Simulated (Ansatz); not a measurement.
# Nudged elastic band run: SiW₈C₈

Input:

```yaml
crystal:
  lattice:
    - [5.7948, 0.0, 0.0]
    - [-2.8974, 5.018444, 0.0]
    - [0.0, 0.0, 17.24425]
  atoms:
    - { symbol: W, position: [0.0, 0.0, 0.0579903] }
    - { symbol: C, position: [0.334525, 0.16879675, 0.13456362] }
    - { symbol: W, position: [0.00029723, -0.00018549, 0.22001069] }
    - { symbol: C, position: [0.33158551, 0.16233631, 0.29524924] }
    - { symbol: W, position: [0.0, 0.5, 0.0579903] }
    - { symbol: C, position: [0.33451866, 0.66551789, 0.13455818] }
    - { symbol: W, position: [0.00029814, 0.49977758, 0.22001258] }
    - { symbol: C, position: [0.33157118, 0.66854403, 0.2952472] }
    - { symbol: W, position: [0.5, 0.0, 0.0579903] }
    - { symbol: C, position: [0.83343347, 0.16660403, 0.13273235] }
    - { symbol: W, position: [0.50033435, -0.0001861, 0.22001288] }
    - { symbol: C, position: [0.83365042, 0.16646479, 0.28361379] }
    - { symbol: W, position: [0.5, 0.5, 0.0579903] }
    - { symbol: C, position: [0.83123609, 0.6655089, 0.13456448] }
    - { symbol: W, position: [0.5003107, 0.4998013, 0.22605773] }
    - { symbol: C, position: [0.83777313, 0.66852685, 0.29524967] }
    - { symbol: Si, position: [0.16696384, 0.83314359, 0.34697917] }
basis:
  ecutwfc: 420.0
kpoints:
  mp_grid: { grid: [4, 4, 1] }
hamiltonian:
  xc: pbesol
  pseudopotentials: { kind: paw, azcp: { folder: soft_1 } }
scf:
  occupations: { method: gaussian, width: 0.05 }
  lower_state_search: "off"
  max_iter: 51
neb:
  images: 1
  f_tol: 0.05
  max_iterations: 50
  order_check: false
  constraints: [{ sites: [0, 4, 8, 12] }]
  final_atoms:
    - { symbol: W, position: [0.0, 0.0, 0.0579903] }
    - { symbol: C, position: [0.33451866, 0.16551789, 0.13455818] }
    - { symbol: W, position: [0.00029814, -0.00022242, 0.22001258] }
    - { symbol: C, position: [0.33157118, 0.16854403, 0.2952472] }
    - { symbol: W, position: [0.0, 0.5, 0.0579903] }
    - { symbol: C, position: [0.334525, 0.66879675, 0.13456362] }
    - { symbol: W, position: [0.00029723, 0.49981451, 0.22001069] }
    - { symbol: C, position: [0.33158551, 0.66233631, 0.29524924] }
    - { symbol: W, position: [0.5, 0.0, 0.0579903] }
    - { symbol: C, position: [0.83123609, 0.1655089, 0.13456448] }
    - { symbol: W, position: [0.5003107, -0.0001987, 0.22605773] }
    - { symbol: C, position: [0.83777313, 0.16852685, 0.29524967] }
    - { symbol: W, position: [0.5, 0.5, 0.0579903] }
    - { symbol: C, position: [0.83343347, 0.66660403, 0.13273235] }
    - { symbol: W, position: [0.50033435, 0.4998139, 0.22001288] }
    - { symbol: C, position: [0.83365042, 0.66646479, 0.28361379] }
    - { symbol: Si, position: [0.16696384, 1.33314359, 0.34697917] }
```

Command:

```bash
$ ansatz run input.yaml --threads 4 --pin off --max-ram 10240MiB --backend cpu --events-out ev --progress --plain --runs-dir out
```

Output, in part (warnings, iteration lines):

```
NEB end point (image 0): max|allowed force component| = 1.567e-2 eV/Å (the criterion of neb.relax_end_points is 1.000e-2)
NEB end point (image 2): max|allowed force component| = 1.567e-2 eV/Å (the criterion of neb.relax_end_points is 1.000e-2)
NEB iter   1: max|band force component| = 4.271e1 eV/Å  barrier→ = 12.4333 eV  barrier← = 12.4333 eV  Δτ_max = 0.2000 Å  (41 SCF iters)
NEB iter   2: max|band force component| = 1.386e1 eV/Å  barrier→ = 4.0838 eV  barrier← = 4.0838 eV  Δτ_max = 0.1984 Å  (12 SCF iters)
NEB iter   3: max|band force component| = 7.811e0 eV/Å  barrier→ = 1.7402 eV  barrier← = 1.7402 eV  Δτ_max = 0.2000 Å  (10 SCF iters)
NEB iter   4: max|band force component| = 2.724e0 eV/Å  barrier→ = 0.6913 eV  barrier← = 0.6913 eV  Δτ_max = 0.1733 Å  (10 SCF iters)
NEB iter   5: max|band force component| = 2.905e0 eV/Å  barrier→ = 0.3565 eV  barrier← = 0.3565 eV  Δτ_max = 0.0531 Å  (10 SCF iters)
NEB iter   6: max|band force component| = 2.334e0 eV/Å  barrier→ = 0.2569 eV  barrier← = 0.2569 eV  Δτ_max = 0.0787 Å  (8 SCF iters)
NEB iter   7: max|band force component| = 1.039e0 eV/Å  barrier→ = 0.1449 eV  barrier← = 0.1449 eV  Δτ_max = 0.0876 Å  (9 SCF iters)
NEB iter   8: max|band force component| = 6.690e-1 eV/Å  barrier→ = 0.1296 eV  barrier← = 0.1296 eV  Δτ_max = 0.0555 Å  (9 SCF iters)
NEB iter   9: max|band force component| = 3.012e-1 eV/Å  barrier→ = 0.0925 eV  barrier← = 0.0925 eV  CI = image 1  Δτ_max = 0.0295 Å  (9 SCF iters)
NEB iter  10: max|band force component| = 1.303e-1 eV/Å  barrier→ = 0.0881 eV  barrier← = 0.0881 eV  CI = image 1  Δτ_max = 0.0207 Å  (8 SCF iters)
NEB iter  11: max|band force component| = 2.584e-1 eV/Å  barrier→ = 0.0897 eV  barrier← = 0.0897 eV  CI = image 1  Δτ_max = 0.0103 Å  (8 SCF iters)
NEB iter  12: max|band force component| = 3.505e-1 eV/Å  barrier→ = 0.0927 eV  barrier← = 0.0927 eV  CI = image 1  Δτ_max = 0.0207 Å  (6 SCF iters)
NEB iter  13: max|band force component| = 5.337e-1 eV/Å  barrier→ = 0.1033 eV  barrier← = 0.1033 eV  CI = image 1  Δτ_max = 0.0414 Å  (7 SCF iters)
NEB iter  14: max|band force component| = 8.777e-1 eV/Å  barrier→ = 0.1412 eV  barrier← = 0.1412 eV  CI = image 1  Δτ_max = 0.0829 Å  (8 SCF iters)
NEB iter  15: max|band force component| = 1.431e0 eV/Å  barrier→ = 0.2792 eV  barrier← = 0.2792 eV  CI = image 1  Δτ_max = 0.1665 Å  (9 SCF iters)
NEB iter  16: max|band force component| = 1.821e0 eV/Å  barrier→ = 0.7084 eV  barrier← = 0.7084 eV  CI = image 1  Δτ_max = 0.2000 Å  (9 SCF iters)
NEB iter  17: max|band force component| = 1.353e0 eV/Å  barrier→ = 1.0108 eV  barrier← = 1.0108 eV  CI = image 1  Δτ_max = 0.2000 Å  (10 SCF iters)
NEB iter  18: max|band force component| = 1.103e0 eV/Å  barrier→ = 1.1330 eV  barrier← = 1.1330 eV  CI = image 1  Δτ_max = 0.0940 Å  (10 SCF iters)
NEB iter  19: max|band force component| = 7.706e-1 eV/Å  barrier→ = 1.0686 eV  barrier← = 1.0686 eV  CI = image 1  Δτ_max = 0.0703 Å  (8 SCF iters)
NEB iter  20: max|band force component| = 3.075e-1 eV/Å  barrier→ = 0.9885 eV  barrier← = 0.9885 eV  CI = image 1  Δτ_max = 0.0283 Å  (9 SCF iters)
NEB iter  21: max|band force component| = 8.194e-2 eV/Å  barrier→ = 0.9782 eV  barrier← = 0.9782 eV  CI = image 1  Δτ_max = 0.0219 Å  (8 SCF iters)
NEB iter  22: max|band force component| = 8.427e-2 eV/Å  barrier→ = 0.9768 eV  barrier← = 0.9768 eV  CI = image 1  Δτ_max = 0.0109 Å  (8 SCF iters)
NEB iter  23: max|band force component| = 3.310e-2 eV/Å  barrier→ = 0.9765 eV  barrier← = 0.9765 eV  CI = image 1  Δτ_max = 0.0000 Å  (7 SCF iters)
```

It converged. The order of the stationary point at the top wasn't checked. So few images can step over the top or miss a turn of the path. Limits of this set-up: coarse k mesh, thin slab, slab without dipole correction, PAW files made for another functional.

Final band (atoms are numbered from 1 in the order of the input):

```
image  path coordinate (Å)  energy (eV)  W11–Si17 (Å)  C16–Si17 (Å)  C12–Si17 (Å)
    0                 0.00         0.00          2.76          1.88          3.52
    1                 0.95         0.98          3.29          1.85          2.75
    2                 3.15         0.00          3.94          3.52          1.88
```

The run took 6.4 min on 4 threads of AMD EPYC 7R43 64-Core Processor (Zen 3), on a shared host, peak memory 1.6 GiB.
